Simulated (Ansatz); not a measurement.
# C2H7NOSn: a ladder of functionals and wavefunction methods

The task here is to estimate one member of a computed series from the others.

Program: Ansatz 0.2.0, Gaussian basis. Level of theory: functionals in def2-TZVPP, the program's frozen cores in correlated methods. These are calculated values, not measurements.

The runs, in order: PBE-D4, r2SCAN-D4, PBE0-D4, B3LYP-D4, ωB97X-V, ωB97M-V, B2PLYP; CCSD(T)/def2-TZVPP; MP2/def2-QZVPP; extrapolation to the limit.

**The relaxed structure**

The geometry comes from an earlier relaxation with PBE0-D4 in a triple-zeta def2 set; it is a stationary point, not always the lowest conformer. Sn takes the def2 core potential; no spin-orbit term is included.

SMILES `C[NH][SnH2][CH]=O`, 12 atoms, charge 0, spin multiplicity 1.

Atoms are counted from 1 here; the program's logs count them from 0.

Bond lengths: C1–N2 1.454 Å, C1–H6 1.095 Å, C1–H7 1.094 Å, C1–H8 1.098 Å, N2–Sn3 2.020 Å, N2–H9 1.011 Å, Sn3–C4 2.222 Å, Sn3–H10 1.708 Å, Sn3–H11 1.710 Å, C4–O5 1.199 Å, C4–H12 1.118 Å. Angles: N2–C1–H6 110.0°, N2–C1–H7 109.6°, N2–C1–H8 114.8°, H6–C1–H7 106.6°, H6–C1–H8 107.9°, H7–C1–H8 107.6°, C1–N2–Sn3 118.1°, C1–N2–H9 110.9°, Sn3–N2–H9 112.2°, N2–Sn3–C4 108.9°, N2–Sn3–H10 108.0°, N2–Sn3–H11 107.1°, C4–Sn3–H10 110.6°, C4–Sn3–H11 109.9°, H10–Sn3–H11 112.3°, Sn3–C4–O5 120.0°, Sn3–C4–H12 120.4°, O5–C4–H12 119.6°.

Set-up of the first run:

Contents of in.yaml:

```yaml
crystal:
  periodic: [false, false, false]
  atoms:
    - {symbol: C, position_ang: [-1.701854, 0.618540, -0.235940]}
    - {symbol: N, position_ang: [-1.072319, -0.692122, -0.270149]}
    - {symbol: Sn, position_ang: [0.692101, -0.925667, 0.684660]}
    - {symbol: C, position_ang: [2.178045, 0.470974, -0.198066]}
    - {symbol: O, position_ang: [1.923040, 1.055138, -1.213858]}
    - {symbol: H, position_ang: [-2.723490, 0.554419, -0.624576]}
    - {symbol: H, position_ang: [-1.782505, 0.960217, 0.800241]}
    - {symbol: H, position_ang: [-1.174394, 1.397417, -0.802593]}
    - {symbol: H, position_ang: [-1.047092, -1.054847, -1.213714]}
    - {symbol: H, position_ang: [1.193346, -2.545031, 0.476914]}
    - {symbol: H, position_ang: [0.428827, -0.533777, 2.328136]}
    - {symbol: H, position_ang: [3.163195, 0.639539, 0.302944]}
basis:
  gaussian: {orbitals: def2-TZVPP}
hamiltonian: {xc: pbe, dispersion: d4}
output: {forces: true, orbitals: {seedname: orbitals}}
```

Run with:

```
ansatz run in.yaml --threads 4 --pin off --events-out ev --progress --plain --max-ram 10444MiB
```

Steps of the session up to this table: PBE-D4 (GGA); r2SCAN-D4 (meta-GGA); PBE0-D4 (hybrid); B3LYP-D4 (hybrid); ωB97X-V (range-separated); ωB97M-V (range-separated); B2PLYP (double hybrid); CCSD(T) in def2-TZVPP; MP2 in def2-QZVPP.

One table of the session follows, with a row left open; its other results are not shown here.

| method | atomisation energy (kcal/mol) |
| --- | --- |
| PBE-D4 | 1005.8 |
| r2SCAN-D4 | 979.3 |
| PBE0-D4 | 979.7 |
| B3LYP-D4 | 982.3 |
| ωB97X-V | 986.6 |
| ωB97M-V | 983.0 |
| B2PLYP | 969.4 |
| HF/def2-TZVPP | 666.1 |
| MP2/def2-TZVPP | 964.4 |
| CCSD/def2-TZVPP | ? |
| CCSD(T)/def2-TZVPP | 955.5 |
| MP2/CBS | 993.3 |
| CCSD(T)/CBS | 984.4 |

Estimate the missing values for CCSD/def2-TZVPP.

The run gave: atomisation energy (kcal/mol): 937.4. In the column «atomisation energy (kcal/mol)» it lies between HF/def2-TZVPP (666.1) and CCSD(T)/def2-TZVPP (955.5).

Caveats from the session: Free atoms (2 C, 1 N, 1 Sn, 1 O, 7 H) were run apart at each level; the atomisation energy is their sum less the molecule, without zero-point or spin-orbit terms.
